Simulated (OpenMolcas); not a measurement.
# Co⁴⁺ among point charges: CASSCF and CASPT2 levels and susceptibility

How does a field of 6 point charges split the states of Co⁴⁺, and what χT follows?

Method: state-averaged CASSCF and CASPT2, spin-orbit coupling by RASSI with atomic mean-field integrals. Code: OpenMolcas 26.06.

### 1 What is computed

- Species: Co⁴⁺ (cobalt, Z = 27, 23 electrons)
- Basis: ANO-RCC-VDZP [5s4p2d1f], 34 functions
- Scalar Hamiltonian: DKH2, point nucleus
- Inactive shells: 1s 2s 2p 3s 3p
- Active space: 5 electrons in 5 orbitals (3d)
- Some configurations of this space: 3d5
- Orbitals: optimised for each spin and parity, averaged over all roots

The outer shells:

3d5
```
3d [↑ ][↑ ][↑ ][↑ ][↑ ]
```

The ion sits among 6 point charges of -0.98 e arranged as an octahedron (Oh), 1.9 Å from the ion.

The work runs as a chain of OpenMolcas steps in one folder; each step below is one input file. Labels, J, g values, rates, χT and fits are worked out afterwards by a script from the matrices that RASSI stores. The input lists half of the charges; inversion (Group=XYZ) makes the rest.

### 2 GATEWAY and SEWARD: basis and integrals

a.inp reads:

```
&GATEWAY
Coord
1

Co 0.0 0.0 0.0
Basis=ANO-RCC-VDZP
Group=XYZ
NoMove
AngMom=0.0 0.0 0.0
AMFI
XField
3 Angstrom 0
1.900000 0.000000 0.000000 -0.980000
0.000000 1.900000 0.000000 -0.980000
0.000000 0.000000 1.900000 -0.980000
&SEWARD
```

What it wrote:

```text
Basis set label: CO.ANO-RCC...5S4P2D1F.

      Electronic valence basis set:
      ------------------
      Associated Effective Charge  27.000000 au
      Associated Actual Charge     27.000000 au
      Nuclear Model: Point charge

      Shell  nPrim  nBasis  Cartesian Spherical Contaminant
         s      21       5        X
         p      15       4        X
         d      10       2                 X
         f       6       1                 X
                  Relativistic Douglas-Kroll-Hess integrals:
                    - DKH order of Hamiltonian: 2
                    - DKH order of Properties : 0
                  Atomic mean-field integrals
```

### 3 Reference wave functions, sextets of even parity, 1 root

a.inp reads:

```
&RASSCF
FileOrb=start.orb
Symmetry=1
Spin=6
nActEl=5 0 0
Inactive=3 6
Ras2=5 0
CIRoot=1 1 1
SDav=1
CIMx=300
Iter=120 100
PrWF=0.3
OrbListing=Nothing
MaxOrb=0
>>> COPY $Project.JobIph JOB001
```

start.orb holds the contracted functions of the basis, ordered by shell, or the orbitals of the step before.

What it wrote (excerpt; [...] marks lines left out):

```text
[...]
      Number of active orbitals                  5
[...]
      Spin quantum number                      2.5
[...]
      Active orbitals                            5   0
[...]
      Number of CSFs                             1
      Number of root(s) required                 1
[...]
      Convergence after  8 iterations
[...]
      Natural orbitals and occupation numbers for root  1
      sym 1:   1.000000   1.000000   1.000000   1.000000   1.000000
::    RASSCF root number  1 Total energy:  -1394.58552918
```

### 4 CASSCF: quartets of even parity, 24 roots

a.inp reads:

```
&RASSCF
FileOrb=start.orb
Symmetry=1
Spin=4
nActEl=5 0 0
Inactive=3 6
Ras2=5 0
CIRoot=24 24 1
SDav=24
CIMx=300
Iter=120 100
PrWF=0.3
OrbListing=Nothing
MaxOrb=0
>>> COPY $Project.JobIph JOB002
```

What it wrote (excerpt; [...] marks lines left out):

```text
[...]
      Number of active orbitals                  5
[...]
      Spin quantum number                      1.5
[...]
      Active orbitals                            5   0
[...]
      Number of CSFs                            24
      Number of root(s) required                24
[...]
      Convergence after  7 iterations
[...]
      Natural orbitals and occupation numbers for root  1
      sym 1:   1.073852   1.260465   0.732308   1.008383   0.924991
      Natural orbitals and occupation numbers for root  2
      sym 1:   0.885956   1.225354   1.002138   1.115535   0.771017
      Natural orbitals and occupation numbers for root  3
      sym 1:   0.739348   1.082013   1.003831   1.257047   0.917762
::    RASSCF root number  1 Total energy:  -1394.39398703
::    RASSCF root number  2 Total energy:  -1394.39398703
::    RASSCF root number  3 Total energy:  -1394.39398703
[...]
::    RASSCF root number 21 Total energy:  -1394.26268400
::    RASSCF root number 22 Total energy:  -1394.26268400
::    RASSCF root number 23 Total energy:  -1394.26268400
::    RASSCF root number 24 Total energy:  -1394.26207103
```

### 5 Reference wave functions, doublets of even parity, 75 roots

a.inp reads:

```
&RASSCF
FileOrb=start.orb
Symmetry=1
Spin=2
nActEl=5 0 0
Inactive=3 6
Ras2=5 0
CIRoot=75 75 1
SDav=75
CIMx=300
Iter=120 100
PrWF=0.3
OrbListing=Nothing
MaxOrb=0
>>> COPY $Project.JobIph JOB003
```

What it wrote (excerpt; [...] marks lines left out):

```text
[...]
      Number of active orbitals                  5
[...]
      Spin quantum number                      0.5
[...]
      Active orbitals                            5   0
[...]
      Number of CSFs                            75
      Number of root(s) required                75
[...]
      Convergence after  7 iterations
[...]
      Natural orbitals and occupation numbers for root  1
      sym 1:   1.168375   0.798463   0.828945   1.166134   1.038083
      Natural orbitals and occupation numbers for root  2
      sym 1:   0.798108   1.164803   1.164437   0.830822   1.041830
      Natural orbitals and occupation numbers for root  3
      sym 1:   0.798420   0.829177   1.038549   1.165796   1.168059
::    RASSCF root number  1 Total energy:  -1394.31236059
::    RASSCF root number  2 Total energy:  -1394.31236059
::    RASSCF root number  3 Total energy:  -1394.31236059
[...]
::    RASSCF root number 27 Total energy:  -1394.24915432
::    RASSCF root number 28 Total energy:  -1394.24915432
::    RASSCF root number 29 Total energy:  -1394.24867461
::    RASSCF root number 30 Total energy:  -1394.24867461
```

### 6 RASSI: spin-orbit coupling between the states

a.inp reads:

```
&RASSI
NrOfJobIphs=3 1 24 75
1
1 2 3 4 5 6 7 8 9 10 11 12 13 14 15 16 17 18 19 20 21 22 23 24
1 2 3 4 5 6 7 8 9 10 11 12 13 14 15 16 17 18 19 20 21 22 23 24 25 26 27
28 29 30 31 32 33 34 35 36 37 38 39 40 41 42 43 44 45 46 47 48 49 50 51
52 53 54 55 56 57 58 59 60 61 62 63 64 65 66 67 68 69 70 71 72 73 74 75
IphNames
JOB001
JOB002
JOB003
EJob
SpinOrbit
DIPRint=1.0
SOCoupling=1000.0
Subsets=2
Property=9
'ANGMOM' 1 'ANGMOM' 2 'ANGMOM' 3 'MLTPL  1' 1 'MLTPL  1' 2 'MLTPL  1' 3
'AMFI' 1 'AMFI' 2 'AMFI' 3
SOProperty=3
'ANGMOM' 1 'ANGMOM' 2 'ANGMOM' 3
```

What it wrote (excerpt; [...] marks lines left out):

```text
SPIN-FREE ENERGIES:
  (Shifted by EMIN (a.u.) =      -1394.5855291788)
 SF State       Relative EMIN(au)   Rel lowest level(eV)    D:o, cm**(-1)      L_eff
     1             0.0000000000        0.0000000000              0.0000         0.0
     2             0.1915421460        5.2121273170          42038.6419         3.9
     3             0.1915421460        5.2121273170          42038.6419         3.9
     4             0.1915421460        5.2121273170          42038.6419         3.9
     5             0.1922293345        5.2308266687          42189.4623         4.0
     6             0.1922293345        5.2308266687          42189.4623         4.0
     7             0.1922293345        5.2308266687          42189.4623         4.0
     8             0.1925356198        5.2391611178          42256.6842         4.0
     9             0.1925356198        5.2391611178          42256.6842         4.0
    10             0.1926880029        5.2433076707          42290.1284         4.0
[...]
Eigenvalues of complex Hamiltonian:
   -----------------------------------
  (Shifted by EMIN (a.u.) =      -1394.5855291788)
 SO State       Relative EMIN(au)   Rel lowest level(eV)    D:o, cm**(-1)     J-value
     1            -0.0002306228        0.0000000000              0.0000         2.0
     2            -0.0002306228        0.0000000000              0.0000         2.0
     3            -0.0002306214        0.0000000403              0.0003         2.4
     4            -0.0002306214        0.0000000403              0.0003         2.0
     5            -0.0002306214        0.0000000403              0.0003         1.5
     6            -0.0002306214        0.0000000403              0.0003         1.9
     7             0.1911436394        5.2075589669          42001.7957         3.3
     8             0.1911436394        5.2075589669          42001.7957         3.3
     9             0.1912275357        5.2098419023          42020.2088         3.0
    10             0.1912275357        5.2098419023          42020.2088         3.5
    11             0.1912275357        5.2098419023          42020.2088         2.9
[...]
```

These steps: 24 s of run time, 1 thread, shared host.

Spin-free states, with their symmetry labels:

```tsv
state	degeneracy	E (cm-1)	free-ion L (%)
6A1	1	0	S (100)
4T1	3	42039	G (97)
4T2	3	42189	G (100)
4E	2	42257	G (100)
4A1	1	42290	G (100)
4T1	3	49033	P (97)
4T2	3	52389	D (100)
4E	2	52528	D (100)
2T2	3	59954	I (98)
2A2	1	60002	I (98)
2T2	3	60076	I (99)
2T1	3	60085	I (99)
2E	2	60109	I (100)
2A1	1	60223	I (100)
2T2	3	67566	D (73)
2E	2	68214	D (98)
2T1	3	69584	F (99)
2A2	1	69672	F (98)
2T2	3	70181	F (73)
4T1	3	70602	F (100)
4T2	3	70856	F (100)
4A2	1	70991	F (100)
2T1	3	73826	H (97)
2E	2	73931	H (93)
```

With spin-orbit coupling:

```csv
E (cm-1),Degeneracy,Label,2S+1,g
0.0,6,,6,
42002,2,Γ7,4,2.17 2.17 2.17
42020,4,Γ8,4,
42032,4,Γ8,4,
42073,2,Γ6,4,2.54 2.54 2.54
42117,2,Γ7,4,1.79 1.79 1.79
42173,4,Γ8,4,
42210,2,Γ6,4,4.48 4.48 4.48
42218,4,Γ8,4,
42249,2,Γ7,4,2.30 2.30 2.30
42252,4,Γ8,4,
42268,2,Γ6,4,0.74 0.74 0.74
42294,4,Γ8,4,
48684,4,Γ8,4,
48700,2,Γ7,4,2.62 2.62 2.62
48820,4,Γ8,4,
48981,2,Γ6,4,2.62 2.62 2.62
52340,2,Γ6,4,2.77 2.77 2.77
52402,4,Γ8,4,
52459,2,Γ7,4,4.30 4.30 4.30
52617,2,Γ6,4,0.51 0.51 0.51
52621,4,Γ8,4,
52773,4,Γ8,4,
52804,2,Γ7,4,2.33 2.33 2.33
```

The table of states holds 24 of 43 computed; the rest, higher up, is left out. Principal g values are given for doublets only; a zero marks a field direction without first-order Zeeman splitting.

Powder χT (cm³ K/mol): 4.39 at 2 K, 4.39 at 5 K, 4.39 at 10 K, 4.39 at 20 K, 4.39 at 50 K, 4.39 at 100 K, 4.39 at 150 K, 4.39 at 200 K, 4.39 at 250 K, 4.39 at 300 K.

(Part 1 of 2 ends here.)
